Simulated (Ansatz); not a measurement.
# C₂H₆MoS₂: small, medium and large basis sets

An exercise on one series of results from a longer session: the logs are not shown, and one member is left open.

Program: Ansatz 0.2.0, Gaussian basis. Level of theory: one geometry, several basis sets. These are calculated values, not measurements.

Levels to be run: PBE0-D4/def2-SVP; ωB97M-V/def2-SVP; PBE0-D4/def2-QZVPP; ωB97M-V/def2-QZVPP; the functionals' def2-TZVPP values are taken from earlier runs.

## The relaxed structure

All runs share one geometry, relaxed beforehand with PBE0-D4 in a triple-zeta def2 set. Mo takes the def2 core potential; no spin-orbit term is included.

SMILES `[CH3][Mo]([CH3])(=[S])=[S]`, 11 atoms, charge 0, spin multiplicity 1.

Atoms are counted from 1 here; the program's logs count them from 0.

Bond lengths: C1–Mo2 2.081 Å, C1–H6 1.096 Å, C1–H7 1.096 Å, C1–H8 1.091 Å, Mo2–C3 2.081 Å, Mo2–S4 2.093 Å, Mo2–S5 2.093 Å, C3–H9 1.091 Å, C3–H10 1.096 Å, C3–H11 1.096 Å. Angles: Mo2–C1–H6 107.5°, Mo2–C1–H7 107.4°, Mo2–C1–H8 113.3°, H6–C1–H7 110.4°, H6–C1–H8 109.1°, H7–C1–H8 109.1°, C1–Mo2–C3 113.7°, C1–Mo2–S4 108.0°, C1–Mo2–S5 107.9°, C3–Mo2–S4 107.9°, C3–Mo2–S5 108.0°, S4–Mo2–S5 111.3°, Mo2–C3–H9 113.3°, Mo2–C3–H10 107.5°, Mo2–C3–H11 107.5°, H9–C3–H10 109.1°, H9–C3–H11 109.1°, H10–C3–H11 110.4°.

The first run:

File in.yaml:

```yaml
crystal:
  periodic: [false, false, false]
  atoms:
    - {symbol: C, position_ang: [-1.708627, 0.379248, 0.340487]}
    - {symbol: Mo, position_ang: [0.075843, 0.156969, -0.706613]}
    - {symbol: C, position_ang: [1.642483, -0.570752, 0.453655]}
    - {symbol: S, position_ang: [-0.255278, -1.198915, -2.266289]}
    - {symbol: S, position_ang: [0.633023, 2.037268, -1.437858]}
    - {symbol: H, position_ang: [-1.989373, -0.606582, 0.727824]}
    - {symbol: H, position_ang: [-1.520024, 1.074715, 1.166229]}
    - {symbol: H, position_ang: [-2.522907, 0.767095, -0.273536]}
    - {symbol: H, position_ang: [2.573792, -0.685263, -0.103169]}
    - {symbol: H, position_ang: [1.336026, -1.547676, 0.844374]}
    - {symbol: H, position_ang: [1.800543, 0.136895, 1.275295]}
basis:
  gaussian: {orbitals: def2-SVP}
hamiltonian: {xc: pbe0, dispersion: d4}
output: {orbitals: {seedname: orbitals}}
```

Command:

```sh
$ ansatz run in.yaml --threads 4 --pin off --events-out ev --progress --plain --max-ram 11315MiB
```

Among the steps run: PBE0-D4 in def2-SVP; ωB97M-V in def2-SVP; PBE0-D4 in def2-QZVPP; ωB97M-V in def2-QZVPP.

One of the session's tables, all rows but one given; the rest of the session is left out.

It belongs to the step «Density functionals: the series». 

```
functional       basis  HOMO (eV)  LUMO (eV)
   PBE0-D4    def2-SVP      -7.17      -3.19
   PBE0-D4  def2-TZVPP      -7.17      -3.18
   PBE0-D4  def2-QZVPP      -7.18      -3.19
   ωB97M-V    def2-SVP          ?          ?
   ωB97M-V  def2-TZVPP      -9.14      -1.16
   ωB97M-V  def2-QZVPP      -9.16      -1.18
```

Estimate the missing values for ωB97M-V, def2-SVP.

The run gave: HOMO (eV): -9.10; LUMO (eV): -1.14. In the column «HOMO (eV)» it lies between ωB97M-V, def2-TZVPP (-9.14) and PBE0-D4, def2-QZVPP (-7.18).
